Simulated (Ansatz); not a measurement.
# Rh: the cost of one run

Method: DFT LDA, scalar-relativistic, plane waves, PAW, in Ansatz 0.2.0.

28 further runs of the same task are left out: 28 set aside as unsound or not needed.

## (1) The system as given

It takes space group P6_3/mmc (No. 194, hexagonal). The conventional cell has a = 2.731 Å, b = 2.731 Å, c = 4.428 Å, α = 90.00°, β = 90.00°, γ = 120.00°. Rh (site symmetry -6m2) is surrounded by 12 Rh at 2.72 to 2.73 Å.

Coordinates:

```
Rh
1.0
     2.73098    0.00000    0.00000
    -1.36549    2.36510    0.00000
     0.00000    0.00000    4.42849
Rh
2
Cartesian
  1.3655 0.7884 3.3214
  0.0000 1.5767 1.1071
```

The structure comes from the Materials Project (structure only).

## (7) The grid

The energy is mapped over volume and a fixed ferromagnetic moment.

- volume per atom: 7 values from 10.88 to 15.66 Å³
- total spin moment of the cell, held fixed: 9 values from 0.00 to 2.00 μB

Nothing else is relaxed (shape and fractional coordinates fixed). Points are written as (first, second).

(The set-up runs are not shown.)

## (8) Point (12.48 Å³, 2.00 μB)

File input.yaml:

```yaml
crystal:
  lattice:
    - [2.6157318906, 0.0, 0.0]
    - [-1.3078659453, 2.2652902668, 0.0]
    - [0.0, 0.0, 4.21170448]
  atoms:
    - { symbol: Rh, position: [0.6666666667, 0.3333333333, 0.75], spin: 1.0 }
    - { symbol: Rh, position: [0.3333333333, 0.6666666667, 0.25], spin: 1.0 }
basis:
  ecutwfc: 420
kpoints:
  mp_grid: { grid: [21, 21, 12] }
hamiltonian:
  xc: lda
  pseudopotentials: { kind: paw, azcp: { folder: soft_1 } }
scf:
  occupations: { method: gaussian, width: 0.15 }
  lower_state_search: "off"
output:
  forces: true
  stress: true
  eigenvalues: true
  populations: true
magnetization:
  spin_polarized: true
  initial_magnetization: 2.0
  spin_locking: { lock_magnetization: hard }
```

Started as:

```bash
ansatz run input.yaml --threads 2 --pin off --max-ram 4096MiB --backend cpu --events-out ev --progress --plain --runs-dir out
```

What time and memory should one allow on 2 threads of Arm Neoverse N1, shared host?

About 21 s, with a peak of 0.5 GiB.
